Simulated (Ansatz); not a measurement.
# SiGe3H10: ionisation energy by level of theory

One table from this session's results is given with a row withheld; the runs are named, their logs left out.

The runs use Ansatz 0.2.0, Gaussian basis; unrestricted cation, the program's frozen cores in correlated methods.

Levels to be run: UKS PBE-D4/def2-TZVPP; UKS r2SCAN-D4/def2-TZVPP; UKS PBE0-D4/def2-TZVPP; UKS B3LYP-D4/def2-TZVPP; UKS wB97X-V/def2-TZVPP; UKS wB97M-V/def2-TZVPP; UKS B2PLYP/def2-TZVPP; UHF-CCSD(T)/def2-TZVPP; UHF-MP2/def2-QZVPP; extrapolation to the limit; then −ε(HOMO) from the neutral's earlier runs with LDA (SPW92), PBE-D4, revPBE-D4, BLYP-D4, r2SCAN-D4, B97M-V, PBE0-D4, B3LYP-D4, r2SCANh-D4, r2SCAN0-D4, HSE06-D4, BHLYP-D4, CAM-B3LYP-D4, LC-ωPBE, ωB97X-V, ωB97M-V.

### The relaxed structure

An earlier PBE0-D4 in a triple-zeta def2 set relaxation fixed the geometry.

SMILES `[GeH3][SiH2][GeH2][GeH3]`, 14 atoms, charge 0, spin multiplicity 1.

Atoms are counted from 1 here; the program's logs count them from 0.

Bond lengths: Ge1–Si2 2.379 Å, Ge1–H5 1.538 Å, Ge1–H6 1.538 Å, Ge1–H7 1.538 Å, Si2–Ge3 2.379 Å, Si2–H8 1.489 Å, Si2–H9 1.489 Å, Ge3–Ge4 2.424 Å, Ge3–H10 1.541 Å, Ge3–H11 1.540 Å, Ge4–H12 1.538 Å, Ge4–H13 1.537 Å, Ge4–H14 1.538 Å. Angles: Si2–Ge1–H5 110.2°, Si2–Ge1–H6 111.5°, Si2–Ge1–H7 109.8°, H5–Ge1–H6 108.5°, H5–Ge1–H7 108.2°, H6–Ge1–H7 108.5°, Ge1–Si2–Ge3 109.6°, Ge1–Si2–H8 109.9°, Ge1–Si2–H9 109.2°, Ge3–Si2–H8 110.7°, Ge3–Si2–H9 109.0°, H8–Si2–H9 108.3°, Si2–Ge3–Ge4 110.1°, Si2–Ge3–H10 109.5°, Si2–Ge3–H11 110.9°, Ge4–Ge3–H10 108.9°, Ge4–Ge3–H11 109.6°, H10–Ge3–H11 107.9° and more.

The first run:

Contents of in.yaml:

```yaml
crystal:
  periodic: [false, false, false]
  atoms:
    - {symbol: Ge, position_ang: [-0.198324, 2.378143, 0.239805]}
    - {symbol: Si, position_ang: [0.552985, 0.502768, 1.495855]}
    - {symbol: Ge, position_ang: [-0.392369, -1.488471, 0.601173]}
    - {symbol: Ge, position_ang: [0.093880, -1.647590, -1.768116]}
    - {symbol: H, position_ang: [-1.735545, 2.429607, 0.229611]}
    - {symbol: H, position_ang: [0.330701, 3.698012, 0.825692]}
    - {symbol: H, position_ang: [0.287890, 2.260833, -1.214867]}
    - {symbol: H, position_ang: [0.176621, 0.667031, 2.927018]}
    - {symbol: H, position_ang: [2.036918, 0.417409, 1.408732]}
    - {symbol: H, position_ang: [-1.920289, -1.464413, 0.796429]}
    - {symbol: H, position_ang: [0.156976, -2.731270, 1.326955]}
    - {symbol: H, position_ang: [-0.556236, -0.469755, -2.512737]}
    - {symbol: H, position_ang: [-0.446197, -2.961364, -2.356225]}
    - {symbol: H, position_ang: [1.612978, -1.590940, -1.999317]}
basis:
  gaussian: {orbitals: def2-TZVPP}
total_charge: 1
magnetization: {spin_polarized: true, initial_magnetization: 1}
hamiltonian: {xc: pbe, dispersion: d4}
```

Steps of the session up to this table: Cation, UKS PBE-D4/def2-TZVPP; Cation, UKS r2SCAN-D4/def2-TZVPP; Cation, UKS PBE0-D4/def2-TZVPP; Cation, UKS B3LYP-D4/def2-TZVPP; Cation, UKS wB97X-V/def2-TZVPP; Cation, UKS wB97M-V/def2-TZVPP; Cation, UKS B2PLYP (frozen core)/def2-TZVPP; Cation, UHF-CCSD(T)/def2-TZVPP; Cation, UHF-MP2/def2-QZVPP.

One table of the session follows, with a row left open; its other results are not shown here.

It belongs to the step «Ionisation energies side by side». For comparison, −ε(HOMO) of the neutral from earlier runs:

| functional | −ε(HOMO) (eV) |
| --- | --- |
| LDA (SPW92) | 6.89 |
| PBE-D4 | 6.78 |
| revPBE-D4 | 6.73 |
| BLYP-D4 | 6.61 |
| r2SCAN-D4 | 7.04 |
| B97M-V | 7.15 |
| PBE0-D4 | 7.79 |
| B3LYP-D4 | 7.58 |
| r2SCANh-D4 | 7.40 |
| r2SCAN0-D4 | 7.96 |
| HSE06-D4 | 7.41 |
| BHLYP-D4 | 8.67 |
| CAM-B3LYP-D4 | 8.97 |
| LC-ωPBE | 10.24 |
| ωB97X-V | ? |
| ωB97M-V | 9.73 |

Estimate the missing values for ωB97X-V.

As computed: −ε(HOMO) (eV): 9.93. In the column «−ε(HOMO) (eV)» it lies between ωB97M-V (9.73) and LC-ωPBE (10.24).

Caveats from the session: The cation may have settled in a state other than its lowest; no search over hole states beyond the program's own was made.
